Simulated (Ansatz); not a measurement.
# SiGe (triplet): the correlation ladder, aug-cc-pVDZ

Aim: climb from Hartree-Fock through coupled cluster and multireference methods for SiGe (triplet) at one geometry and basis, and see what each rung misses.

Computed with Ansatz 0.2.0, Gaussian basis. Level: aug-cc-pVDZ, core rule «outside noble gas», up to 19 orbitals frozen.

Plan: UHF; CCSD(T) on ROHF; CCSD(T) on UHF; BCCD(T) on ROHF; CISD; CCSDT(Q) on ROHF; CCSDT(Q) on UHF; CASSCF and MRCISD+Q, 8 electrons in 8 orbitals; CASSCF and NEVPT2, 8 electrons in 8 orbitals.

12 further runs of the same task are left out: 5 that didn't finish, 7 set aside as unsound or not needed.

## 1. What is computed

The geometry is a PBE0/def2-TZVPD stationary point (not a proven minimum) of the parent state, kept for this charge and spin. No spin-orbit coupling is included. The filled d shell of Ge may be among the frozen orbitals whatever the setting's name suggests; the logs give the count.

2 atoms, charge 0, spin multiplicity 3.

Atoms are counted from 1 here; the program's logs count them from 0.

Bond lengths: Si1–Ge2 2.228 Å.

Geometry (Å):

| atom | x (Å) | y (Å) | z (Å) |
| --- | --- | --- | --- |
| Si1 | 0.0000 | 0.0000 | 0.0000 |
| Ge2 | 0.0000 | 0.0000 | 2.2277 |

## 2. UHF

File in.yaml:

```yaml
crystal:
  periodic: [false, false, false]
  atoms:
    - {symbol: Si, position_ang: [0.000000, 0.000000, 0.000000]}
    - {symbol: Ge, position_ang: [0.000000, 0.000000, 2.227700]}
basis:
  gaussian: {orbitals: aug-cc-pVDZ}
magnetization: {spin_polarized: true, initial_magnetization: 2}
hamiltonian: {xc: hf}
output: {orbitals: {seedname: orbitals}}
```

The run is started by

```bash
$ ansatz run in.yaml --threads 1 --pin off --events-out ev --progress --plain --max-ram 2393MiB
```

After this run come: CCSD(T) on ROHF; CCSD(T) on UHF; BCCD(T) on ROHF; CISD; CCSDT(Q) on ROHF; CCSDT(Q) on UHF; CASSCF and MRCISD+Q, 8 electrons in 8 orbitals; CASSCF and NEVPT2, 8 electrons in 8 orbitals.

Q: Predict the results of all the runs planned. Wanted: UCCSDT(Q) below the RHF energy; RMP2 from UCCSDT(Q); UMP2 from UCCSDT(Q); RCCSD from UCCSDT(Q); RCCSD(T) from UCCSDT(Q); UCCSD(T) from UCCSDT(Q); RCCSDT(Q) from UCCSDT(Q); NEVPT2 valence from UCCSDT(Q); MRCISD+Q valence from UCCSDT(Q).

The runs gave:

| quantity | value |
| --- | --- |
| UCCSDT(Q) below the RHF energy | -4.5776 eV |
| RMP2 from UCCSDT(Q) | +96.4 kJ/mol |
| UMP2 from UCCSDT(Q) | +103.3 kJ/mol |
| RCCSD from UCCSDT(Q) | +37.7 kJ/mol |
| RCCSD(T) from UCCSDT(Q) | +7.5 kJ/mol |
| UCCSD(T) from UCCSDT(Q) | +7.2 kJ/mol |
| RCCSDT(Q) from UCCSDT(Q) | +0.4 kJ/mol |
| NEVPT2 valence from UCCSDT(Q) | +77.3 kJ/mol |
| MRCISD+Q valence from UCCSDT(Q) | +2.6 kJ/mol |
| levels within 1 kcal/mol (43 meV) | RCCSDT, UCCSDT, RCCSDT(Q), MRCISD+Q valence |
| T1 diagnostic | 0.026 |
| effectively unpaired electrons | 2.04 |

**Reading.** RCCSD(T) lands +7.5 kJ/mol from the yardstick (1.7 % of the correlation energy). One determinant dominates. Of the multireference levels listed MRCISD+Q valence comes nearest in total energy (+2.6 kJ/mol), which doesn't show that its space is the better one. Coupled cluster took another determinant than the lowest Hartree-Fock one. These misses are within one basis, not against nature; the frozen cores of restricted and unrestricted runs differ, which can shift their rows.
